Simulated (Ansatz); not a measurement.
# GaH₃ (triplet): wB97M-V, B2PLYP over vertical spin and charge gaps, def2-QZVPP

Aim: run GaH₃ (triplet) with these functionals over vertical spin and charge gaps, and hold them against the top wave-function level at the same points.

Method: def2-QZVPP, all electrons in the functionals, frozen cores in the correlation of double hybrids and RPA; program: Ansatz 0.2.0, Gaussian basis.

Plan: wB97M-V, B2PLYP, at charge 0, triplet; charge 0, singlet; charge 0, quintet; charge 1, doublet; charge 1, quartet.

10 further runs of the same task are left out: 10 set aside as unsound or not needed.

**1. What is computed**

The geometry is a PBE0/def2-TZVP stationary point (not a proven minimum). No spin-orbit coupling is included. The filled d shell of Ga may be among the frozen orbitals whatever the setting's name suggests; the logs give the count.

4 atoms, charge 0, spin multiplicity 3.

Atoms are counted from 1 here; the program's logs count them from 0.

Bond lengths: Ga1–H2 1.585 Å, Ga1–H3 1.955 Å, Ga1–H4 1.955 Å, H3–H4 0.811 Å. Angles: H2–Ga1–H3 100.5°, H2–Ga1–H4 100.5°, H3–Ga1–H4 23.9°, Ga1–H3–H4 78.0°, Ga1–H4–H3 78.0°.

No dispersion term is added; wB97M-V holds VV10 nonlocal correlation.

The geometry shown and the zero of energy belong to the point charge 0, triplet. The yardstick, RCCSD(T), and other wave-function levels (R restricted, U unrestricted, valence and pair active spaces) come from earlier runs.

**2. wB97M-V, charge 0, triplet**

File in.yaml:

```yaml
crystal:
  periodic: [false, false, false]
  atoms:
    - {symbol: Ga, position_ang: [0.000000, 0.027726, -0.045695]}
    - {symbol: H, position_ang: [0.000000, -1.477599, -0.541473]}
    - {symbol: H, position_ang: [0.405418, -0.220158, 1.851181]}
    - {symbol: H, position_ang: [-0.405418, -0.220158, 1.851181]}
basis:
  gaussian: {orbitals: "def2-QZVPP.json"}
magnetization: {spin_polarized: true, initial_magnetization: 2}
hamiltonian: {xc: {name: wB97M-V}}
output: {orbitals: {seedname: orbitals}}
```

Run with:

```bash
$ ansatz run in.yaml --threads 1 --pin off --events-out ev --progress --plain --max-ram 2393MiB
```

The program printed, cut to the lines that bear on the results:

```text
Functional definition: wB97M-V
  name "wB97M-V"
  cite "Mardirossian & Head-Gordon, J. Chem. Phys. 144, 214110 (2016) doi:10.1063/1.4952647"
  cite "Becke, J. Chem. Phys. 107, 8554 (1997) doi:10.1063/1.475007"
  cite "Vydrov & Van Voorhis, J. Chem. Phys. 133, 244103 (2010) doi:10.1063/1.3521275"
  # Of w^i u^j: cxij and so on, Table III.
[...]
  gx(w, u) = 1 - cx + cx01*u + cx10*w
  gss(w, u) = css00 + css04*u^4 + css10*w + css20*w^2 + css43*w^4*u^3
  gos(w, u) = cos00 + cos10*w + (cos20 + cos21*u)*w^2 + (cos60 + cos61*u)*w^6
[...]
      + integral(e_c_pw_mod_opposite_spin*gos(b97_w_opposite, b97_u_opposite)) + vv10(b, c)
769 factors; their error is unknown
160 factors; integrals over basis functions are off by at most 2.3e-5 eV
[...]
mean field -52421.11223495 eV, -1926.4403423284 hartree, gradient 7.9e-6 eV, S^2 2.003485; 0 other end points of the search recorded, 0 dependent functions left out
reference -52421.11228085 eV, -1926.4403440152 hartree; 18, 16 occupied and 161, 163 virtual orbitals, 769 factors
Total energy: -52421.11228085 eV, -1926.4403440152 hartree
```

Wall time 18 s (1 thread of Arm Neoverse V2, shared host); peak memory 0.44 GiB.

From the report: ⟨S²⟩ of the determinant 2.003 (pure triplet: 2.00).

**3. wB97M-V, charge 0, singlet**

in.yaml: that of step 2 with these lines changed.

```diff
@@ -9,3 +9,3 @@
   gaussian: {orbitals: "def2-QZVPP.json"}
-magnetization: {spin_polarized: true, initial_magnetization: 2}
+magnetization: {spin_polarized: true, initial_magnetization: 0}
 hamiltonian: {xc: {name: wB97M-V}}
```

Launched as before.

The program printed, cut to the lines that bear on the results:

```text
Functional definition: wB97M-V
  name "wB97M-V"
  cite "Mardirossian & Head-Gordon, J. Chem. Phys. 144, 214110 (2016) doi:10.1063/1.4952647"
  cite "Becke, J. Chem. Phys. 107, 8554 (1997) doi:10.1063/1.475007"
  cite "Vydrov & Van Voorhis, J. Chem. Phys. 133, 244103 (2010) doi:10.1063/1.3521275"
  # Of w^i u^j: cxij and so on, Table III.
[...]
  gx(w, u) = 1 - cx + cx01*u + cx10*w
  gss(w, u) = css00 + css04*u^4 + css10*w + css20*w^2 + css43*w^4*u^3
  gos(w, u) = cos00 + cos10*w + (cos20 + cos21*u)*w^2 + (cos60 + cos61*u)*w^6
[...]
      + integral(e_c_pw_mod_opposite_spin*gos(b97_w_opposite, b97_u_opposite)) + vv10(b, c)
769 factors; their error is unknown
160 factors; integrals over basis functions are off by at most 2.3e-5 eV
[...]
mean field -52422.24899204 eV, -1926.4821173809 hartree, gradient 2.6e-5 eV, S^2 0.000000; 1 other end points of the search recorded, 0 dependent functions left out
reference -52422.24903990 eV, -1926.4821191396 hartree; 17, 17 occupied and 162, 162 virtual orbitals, 769 factors
Total energy: -52422.24903990 eV, -1926.4821191396 hartree
```

It took 40 s on 1 thread of Arm Neoverse V2, shared host; peak memory 0.59 GiB.

From the report: ⟨S²⟩ of the determinant 0.000 (pure singlet: 0.00).

From charge 0, triplet: -26.2 kcal/mol.

**4. wB97M-V, charge 0, quintet**

in.yaml: that of step 3 with these lines changed.

```diff
@@ -9,3 +9,3 @@
   gaussian: {orbitals: "def2-QZVPP.json"}
-magnetization: {spin_polarized: true, initial_magnetization: 0}
+magnetization: {spin_polarized: true, initial_magnetization: 4}
 hamiltonian: {xc: {name: wB97M-V}}
```

Same command.

The program printed, cut to the lines that bear on the results:

```text
Functional definition: wB97M-V
  name "wB97M-V"
  cite "Mardirossian & Head-Gordon, J. Chem. Phys. 144, 214110 (2016) doi:10.1063/1.4952647"
  cite "Becke, J. Chem. Phys. 107, 8554 (1997) doi:10.1063/1.475007"
  cite "Vydrov & Van Voorhis, J. Chem. Phys. 133, 244103 (2010) doi:10.1063/1.3521275"
  # Of w^i u^j: cxij and so on, Table III.
[...]
  gx(w, u) = 1 - cx + cx01*u + cx10*w
  gss(w, u) = css00 + css04*u^4 + css10*w + css20*w^2 + css43*w^4*u^3
  gos(w, u) = cos00 + cos10*w + (cos20 + cos21*u)*w^2 + (cos60 + cos61*u)*w^6
[...]
      + integral(e_c_pw_mod_opposite_spin*gos(b97_w_opposite, b97_u_opposite)) + vv10(b, c)
769 factors; their error is unknown
160 factors; integrals over basis functions are off by at most 2.3e-5 eV
[...]
mean field -52413.57883844 eV, -1926.1634951130 hartree, gradient 5.8e-5 eV, S^2 6.002014; 2 other end points of the search recorded, 0 dependent functions left out
reference -52413.57888479 eV, -1926.1634968163 hartree; 19, 15 occupied and 160, 164 virtual orbitals, 769 factors
Total energy: -52413.57888479 eV, -1926.1634968163 hartree
```

Wall time 21 s (1 thread of Arm Neoverse V2, shared host); peak memory 0.44 GiB.

From the report: ⟨S²⟩ of the determinant 6.002 (pure quintet: 6.00).

From charge 0, triplet: +173.7 kcal/mol.

**5. wB97M-V, charge 1, doublet**

in.yaml: that of step 4 with these lines changed.

```diff
@@ -9,3 +9,4 @@
   gaussian: {orbitals: "def2-QZVPP.json"}
-magnetization: {spin_polarized: true, initial_magnetization: 4}
+total_charge: 1
+magnetization: {spin_polarized: true, initial_magnetization: 1}
 hamiltonian: {xc: {name: wB97M-V}}
```

Launched as before.

The program printed, cut to the lines that bear on the results:

```text
Functional definition: wB97M-V
  name "wB97M-V"
  cite "Mardirossian & Head-Gordon, J. Chem. Phys. 144, 214110 (2016) doi:10.1063/1.4952647"
  cite "Becke, J. Chem. Phys. 107, 8554 (1997) doi:10.1063/1.475007"
  cite "Vydrov & Van Voorhis, J. Chem. Phys. 133, 244103 (2010) doi:10.1063/1.3521275"
  # Of w^i u^j: cxij and so on, Table III.
[...]
  gx(w, u) = 1 - cx + cx01*u + cx10*w
  gss(w, u) = css00 + css04*u^4 + css10*w + css20*w^2 + css43*w^4*u^3
  gos(w, u) = cos00 + cos10*w + (cos20 + cos21*u)*w^2 + (cos60 + cos61*u)*w^6
[...]
      + integral(e_c_pw_mod_opposite_spin*gos(b97_w_opposite, b97_u_opposite)) + vv10(b, c)
769 factors; their error is unknown
160 factors; integrals over basis functions are off by at most 2.3e-5 eV
[...]
mean field -52414.49780509 eV, -1926.1972665144 hartree, gradient 2.9e-5 eV, S^2 0.756259; 0 other end points of the search recorded, 0 dependent functions left out
reference -52414.49785203 eV, -1926.1972682393 hartree; 17, 16 occupied and 162, 163 virtual orbitals, 769 factors
Total energy: -52414.49785203 eV, -1926.1972682393 hartree
```

Wall time 16 s (1 thread of Arm Neoverse V2, shared host); peak memory 0.44 GiB.

From the report: ⟨S²⟩ of the determinant 0.756 (pure doublet: 0.75).

From charge 0, triplet: +152.5 kcal/mol.

**6. wB97M-V, charge 1, quartet**

in.yaml: that of step 5 with these lines changed.

```diff
@@ -10,3 +10,3 @@
 total_charge: 1
-magnetization: {spin_polarized: true, initial_magnetization: 1}
+magnetization: {spin_polarized: true, initial_magnetization: 3}
 hamiltonian: {xc: {name: wB97M-V}}
```

Launched as before.

The program printed, cut to the lines that bear on the results:

```text
Functional definition: wB97M-V
  name "wB97M-V"
  cite "Mardirossian & Head-Gordon, J. Chem. Phys. 144, 214110 (2016) doi:10.1063/1.4952647"
  cite "Becke, J. Chem. Phys. 107, 8554 (1997) doi:10.1063/1.475007"
  cite "Vydrov & Van Voorhis, J. Chem. Phys. 133, 244103 (2010) doi:10.1063/1.3521275"
  # Of w^i u^j: cxij and so on, Table III.
[...]
  gx(w, u) = 1 - cx + cx01*u + cx10*w
  gss(w, u) = css00 + css04*u^4 + css10*w + css20*w^2 + css43*w^4*u^3
  gos(w, u) = cos00 + cos10*w + (cos20 + cos21*u)*w^2 + (cos60 + cos61*u)*w^6
[...]
      + integral(e_c_pw_mod_opposite_spin*gos(b97_w_opposite, b97_u_opposite)) + vv10(b, c)
769 factors; their error is unknown
160 factors; integrals over basis functions are off by at most 2.3e-5 eV
[...]
mean field -52408.51401548 eV, -1925.9773663021 hartree, gradient 7.8e-5 eV, S^2 3.752005; 0 other end points of the search recorded, 0 dependent functions left out
reference -52408.51406502 eV, -1925.9773681227 hartree; 18, 15 occupied and 161, 164 virtual orbitals, 769 factors
Total energy: -52408.51406502 eV, -1925.9773681227 hartree
```

Wall time 16 s (1 thread of Arm Neoverse V2, shared host); peak memory 0.44 GiB.

From the report: ⟨S²⟩ of the determinant 3.752 (pure quartet: 3.75).

From charge 0, triplet: +290.5 kcal/mol.

**7. B2PLYP, charge 0, triplet**

in.yaml: that of step 6 with these lines changed.

```diff
@@ -9,5 +9,4 @@
   gaussian: {orbitals: "def2-QZVPP.json"}
-total_charge: 1
-magnetization: {spin_polarized: true, initial_magnetization: 3}
-hamiltonian: {xc: {name: wB97M-V}}
-output: {orbitals: {seedname: orbitals}}
+magnetization: {spin_polarized: true, initial_magnetization: 2}
+hamiltonian: {xc: {name: B2PLYP}}
+correlation: {electrons: outside_noble_gas}
```

Launched as before.

The program printed, cut to the lines that bear on the results:

```text
Functional definition: B2PLYP
  name "B2PLYP"
  cite "Grimme, J. Chem. Phys. 124, 034108 (2006) doi:10.1063/1.2148954"
  cite "Becke, Phys. Rev. A 38, 3098 (1988) doi:10.1103/PhysRevA.38.3098"
  cite "Lee, Yang & Parr, Phys. Rev. B 37, 785 (1988) doi:10.1103/PhysRevB.37.785"
[...]
1114 factors; integrals over basis functions are off by at most 1.5e-3 eV
[...]
mean field -52412.19801152 eV, -1926.1127506595 hartree, gradient 6.2e-6 eV, S^2 2.006032; 0 other end points of the search recorded, 0 dependent functions left out
14 core orbitals not correlated: weight in the atoms' cores, before any rotation towards them, 0.997 or more for the frozen orbitals, at most 0.002 for the correlated occupied ones
reference -52412.19814813 eV, -1926.1127556798 hartree; 4, 2 occupied and 161, 163 virtual orbitals, 1114 factors
second order -2.94118052 eV of doubles, -0.00000000 eV of singles
Total energy: -52412.99226687 eV, -1926.1419390053 hartree
```

Wall time 8.5 s (1 thread of Arm Neoverse V2, shared host); peak memory 0.39 GiB.

From the report: ⟨S²⟩ of the determinant 2.006 (pure triplet: 2.00).

**8. B2PLYP, charge 0, singlet**

in.yaml: that of step 7 with these lines changed.

```diff
@@ -9,3 +9,3 @@
   gaussian: {orbitals: "def2-QZVPP.json"}
-magnetization: {spin_polarized: true, initial_magnetization: 2}
+magnetization: {spin_polarized: true, initial_magnetization: 0}
 hamiltonian: {xc: {name: B2PLYP}}
```

Launched as before.

The program printed, cut to the lines that bear on the results:

```text
Functional definition: B2PLYP
  name "B2PLYP"
  cite "Grimme, J. Chem. Phys. 124, 034108 (2006) doi:10.1063/1.2148954"
  cite "Becke, Phys. Rev. A 38, 3098 (1988) doi:10.1103/PhysRevA.38.3098"
  cite "Lee, Yang & Parr, Phys. Rev. B 37, 785 (1988) doi:10.1103/PhysRevB.37.785"
[...]
1114 factors; integrals over basis functions are off by at most 1.5e-3 eV
[...]
mean field -52413.11481857 eV, -1926.1464426973 hartree, gradient 9.7e-6 eV, S^2 0.000000; 2 other end points of the search recorded, 0 dependent functions left out
14 core orbitals not correlated: weight in the atoms' cores, before any rotation towards them, 0.997 or more for the frozen orbitals, at most 0.003 for the correlated occupied ones
reference -52413.11495265 eV, -1926.1464476245 hartree; 3, 3 occupied and 162, 162 virtual orbitals, 1114 factors
second order -3.47997704 eV of doubles, -0.00000000 eV of singles
Total energy: -52414.05454645 eV, -1926.1809770598 hartree
```

It took 21 s on 1 thread of Arm Neoverse V2, shared host; peak memory 0.42 GiB.

From the report: ⟨S²⟩ of the determinant 0.000 (pure singlet: 0.00).

From charge 0, triplet: -24.5 kcal/mol.

**9. B2PLYP, charge 0, quintet**

in.yaml: that of step 8 with these lines changed.

```diff
@@ -9,3 +9,3 @@
   gaussian: {orbitals: "def2-QZVPP.json"}
-magnetization: {spin_polarized: true, initial_magnetization: 0}
+magnetization: {spin_polarized: true, initial_magnetization: 4}
 hamiltonian: {xc: {name: B2PLYP}}
```

Same command.

The program printed, cut to the lines that bear on the results:

```text
Functional definition: B2PLYP
  name "B2PLYP"
  cite "Grimme, J. Chem. Phys. 124, 034108 (2006) doi:10.1063/1.2148954"
  cite "Becke, Phys. Rev. A 38, 3098 (1988) doi:10.1103/PhysRevA.38.3098"
  cite "Lee, Yang & Parr, Phys. Rev. B 37, 785 (1988) doi:10.1103/PhysRevB.37.785"
[...]
1114 factors; integrals over basis functions are off by at most 1.5e-3 eV
[...]
mean field -52404.96899662 eV, -1925.8470892618 hartree, gradient 6.4e-6 eV, S^2 6.003126; 2 other end points of the search recorded, 0 dependent functions left out
14 core orbitals not correlated: weight in the atoms' cores, before any rotation towards them, 0.991 or more for the frozen orbitals, at most 0.006 for the correlated occupied ones
reference -52404.96913436 eV, -1925.8470943239 hartree; 5, 1 occupied and 160, 164 virtual orbitals, 1114 factors
second order -2.11693631 eV of doubles, -0.00000000 eV of singles
Total energy: -52405.54070717 eV, -1925.8680992371 hartree
```

Run time: 13 s. Hardware: 1 thread of Arm Neoverse V2, shared host; peak memory 0.39 GiB.

From the report: ⟨S²⟩ of the determinant 6.003 (pure quintet: 6.00).

From charge 0, triplet: +171.8 kcal/mol.

**10. B2PLYP, charge 1, doublet**

in.yaml: that of step 9 with these lines changed.

```diff
@@ -9,3 +9,4 @@
   gaussian: {orbitals: "def2-QZVPP.json"}
-magnetization: {spin_polarized: true, initial_magnetization: 4}
+total_charge: 1
+magnetization: {spin_polarized: true, initial_magnetization: 1}
 hamiltonian: {xc: {name: B2PLYP}}
```

Same command.

The program printed, cut to the lines that bear on the results:

```text
Functional definition: B2PLYP
  name "B2PLYP"
  cite "Grimme, J. Chem. Phys. 124, 034108 (2006) doi:10.1063/1.2148954"
  cite "Becke, Phys. Rev. A 38, 3098 (1988) doi:10.1103/PhysRevA.38.3098"
  cite "Lee, Yang & Parr, Phys. Rev. B 37, 785 (1988) doi:10.1103/PhysRevB.37.785"
[...]
1114 factors; integrals over basis functions are off by at most 1.5e-3 eV
[...]
mean field -52405.74404109 eV, -1925.8755716209 hartree, gradient 9.1e-6 eV, S^2 0.761982; 0 other end points of the search recorded, 0 dependent functions left out
14 core orbitals not correlated: weight in the atoms' cores, before any rotation towards them, 0.997 or more for the frozen orbitals, at most 0.002 for the correlated occupied ones
reference -52405.74417065 eV, -1925.8755763821 hartree; 3, 2 occupied and 162, 163 virtual orbitals, 1114 factors
second order -2.46940345 eV of doubles, -0.00000000 eV of singles
Total energy: -52406.41090958 eV, -1925.9000785859 hartree
```

It took 9 s on 1 thread of Arm Neoverse V2, shared host; peak memory 0.39 GiB.

From the report: ⟨S²⟩ of the determinant 0.762 (pure doublet: 0.75).

From charge 0, triplet: +151.8 kcal/mol.

**11. B2PLYP, charge 1, quartet**

in.yaml: that of step 10 with these lines changed.

```diff
@@ -10,3 +10,3 @@
 total_charge: 1
-magnetization: {spin_polarized: true, initial_magnetization: 1}
+magnetization: {spin_polarized: true, initial_magnetization: 3}
 hamiltonian: {xc: {name: B2PLYP}}
```

The command is unchanged.

The program printed, cut to the lines that bear on the results:

```text
Functional definition: B2PLYP
  name "B2PLYP"
  cite "Grimme, J. Chem. Phys. 124, 034108 (2006) doi:10.1063/1.2148954"
  cite "Becke, Phys. Rev. A 38, 3098 (1988) doi:10.1103/PhysRevA.38.3098"
  cite "Lee, Yang & Parr, Phys. Rev. B 37, 785 (1988) doi:10.1103/PhysRevB.37.785"
[...]
1114 factors; integrals over basis functions are off by at most 1.5e-3 eV
[...]
mean field -52400.12485101 eV, -1925.6690701942 hartree, gradient 2.7e-6 eV, S^2 3.752657; 0 other end points of the search recorded, 0 dependent functions left out
14 core orbitals not correlated: weight in the atoms' cores, before any rotation towards them, 0.992 or more for the frozen orbitals, at most 0.005 for the correlated occupied ones
reference -52400.12498769 eV, -1925.6690752173 hartree; 4, 1 occupied and 161, 164 virtual orbitals, 1114 factors
second order -1.70475829 eV of doubles, -0.00000000 eV of singles
Total energy: -52400.58527243 eV, -1925.6859903694 hartree
```

Wall time 9 s (1 thread of Arm Neoverse V2, shared host); peak memory 0.39 GiB.

From the report: ⟨S²⟩ of the determinant 3.753 (pure quartet: 3.75).

From charge 0, triplet: +286.1 kcal/mol.

**12. Against the wave-function levels**

No level is safe as a reference over these points; RCCSD(T) serves as a yardstick only. It comes from earlier runs at the same points. Energies in kcal/mol, counted from charge 0, triplet; blanks weren't run or aren't comparable.

```csv
level,triplet to singlet,triplet to quintet,ionisation to the doublet cation,ionisation to the quartet cation
RCCSD(T),-22.3,166.7,153.4,282.8
wB97M-V,-26.2,173.7,152.5,290.5
B2PLYP,-24.5,171.8,151.8,286.1
```

Largest miss and mean time a point (RCCSD(T) took 34 s a point; shared hosts):

```
  level  largest miss (kcal/mol)                             where  time a point
wB97M-V                     +7.8  ionisation to the quartet cation          22 s
 B2PLYP                     +5.1                triplet to quintet          12 s
```

**13. Results**

| quantity | value |
| --- | --- |
| triplet to singlet, RCCSD(T) | -22.3 kcal/mol |
| triplet to quintet, RCCSD(T) | 166.7 kcal/mol |
| ionisation to the doublet cation, RCCSD(T) | 153.4 kcal/mol |
| ionisation to the quartet cation, RCCSD(T) | 282.8 kcal/mol |
| largest miss, wB97M-V | +7.8 kcal/mol (ionisation to the quartet cation) |
| largest miss, B2PLYP | +5.1 kcal/mol (triplet to quintet) |

In words: Of the functionals, B2PLYP keep the smallest largest miss at the points compared (at most 5.1 kcal/mol) and wB97M-V strays most (7.8 kcal/mol, at ionisation to the quartet cation). Functionals and the yardstick converge differently with the basis, so part of each miss in def2-QZVPP is the basis. The yardstick itself may be off where one determinant is a poor start.
